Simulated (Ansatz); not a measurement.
**MgGeH (quartet): from Hartree-Fock to the top rungs at distance Mg2–H3 = 1.697 Å, 6-31G**

How much of the correlation energy of MgGeH (quartet) does each wave-function method recover here?

Computed with Ansatz 0.2.0, Gaussian basis. Level: 6-31G, core rule «outside noble gas», up to 19 orbitals frozen.

Plan: UHF; CCSD(T) on ROHF; CCSD(T) on UHF; BCCD(T) on ROHF; CISD; CCSDT(Q) on ROHF; CCSDT(Q) on UHF; CASSCF and MRCISD+Q, 5 electrons in 5 orbitals; CASSCF and NEVPT2, 5 electrons in 5 orbitals; CASSCF and MRCISD+Q, 7 electrons in 9 orbitals; CASSCF and NEVPT2, 7 electrons in 9 orbitals; Full CI.

18 further runs of the same task are left out: 15 that didn't finish, 3 set aside as unsound or not needed.

## (1) What is computed

The geometry derives from a PBE0/def2-TZVP stationary point (not a proven minimum). One bond is set to the value named and the two fragments are kept rigid. No spin-orbit coupling is included. The filled d shell of Ge may be among the frozen orbitals whatever the setting's name suggests; the logs give the count.

3 atoms, charge 0, spin multiplicity 4.

Atoms are counted from 1 here; the program's logs count them from 0.

Bond lengths: Ge1–Mg2 2.553 Å, Mg2–H3 1.697 Å. Angles: Ge1–Mg2–H3 180.0°.

## (2) UHF

Contents of in.yaml:

```yaml
crystal:
  periodic: [false, false, false]
  atoms:
    - {symbol: Ge, position_ang: [0.000000, 0.000000, 2.267506]}
    - {symbol: Mg, position_ang: [0.000000, 0.000000, -0.285112]}
    - {symbol: H, position_ang: [0.000000, 0.000000, -1.982394]}
basis:
  gaussian: {orbitals: 6-31G}
magnetization: {spin_polarized: true, initial_magnetization: 3}
hamiltonian: {xc: hf}
output: {orbitals: {seedname: orbitals}}
```

The run is started by

```console
> ansatz run in.yaml --threads 1 --pin off --events-out ev --progress --plain --max-ram 2393MiB
```

After this run come: CCSD(T) on ROHF; CCSD(T) on UHF; BCCD(T) on ROHF; CISD; CCSDT(Q) on ROHF; CCSDT(Q) on UHF; CASSCF and MRCISD+Q, 5 electrons in 5 orbitals; CASSCF and NEVPT2, 5 electrons in 5 orbitals; CASSCF and MRCISD+Q, 7 electrons in 9 orbitals; CASSCF and NEVPT2, 7 electrons in 9 orbitals; Full CI.

Q: Predict the results of all the runs planned. Wanted: FCI from the RHF energy; RMP2 from FCI; UMP2 from FCI; RCCSD from FCI; RCCSD(T) from FCI; UCCSD(T) from FCI; RCCSDT(Q) from FCI; UCCSDT(Q) from FCI; NEVPT2 pair from FCI.

The runs gave:

| quantity | value |
| --- | --- |
| FCI from the ROHF energy | -1.5015 eV |
| RMP2 from FCI | +473.2 meV |
| UMP2 from FCI | +470.7 meV |
| RCCSD from FCI | +40.7 meV |
| RCCSD(T) from FCI | +13.8 meV |
| UCCSD(T) from FCI | +10.9 meV |
| RCCSDT(Q) from FCI | 0.0 meV |
| UCCSDT(Q) from FCI | -3.2 meV |
| NEVPT2 pair from FCI | +340.0 meV |
| NEVPT2 valence from FCI | +141.8 meV |
| MRCISD+Q valence from FCI | +5.3 meV |
| levels within 1 kcal/mol (43 meV) | RCCSD, UCCSD, RCCSD(T), UCCSD(T), BCCD(T), RCCSDT, UCCSDT, RCCSDT(Q), UCCSDT(Q), MRCISD valence, MRCISD+Q valence |
| T1 diagnostic | 0.026 |
| effectively unpaired electrons | 3.02 |

**Reading.** RCCSD(T) misses by +13.8 meV, 0.9 % of the correlation energy. UCCSDT, UCCSDT(Q) fall below full CI: unrestricted runs freeze a spin-polarised core, another one than full CI's, and coupled cluster isn't variational. One determinant dominates. Of the multireference levels listed MRCISD+Q valence comes nearest in total energy (+5.3 meV), which doesn't show that its space is the better one. These misses are within one basis, not against nature; the frozen cores of restricted and unrestricted runs differ, which can shift their rows.

Levels on UHF freeze UHF's core orbitals, full CI those of ROHF, so the U rows can settle a little off it for that reason alone.

With open shells the CI space here admits some triples and quadruples, so it is larger than plain CISD.
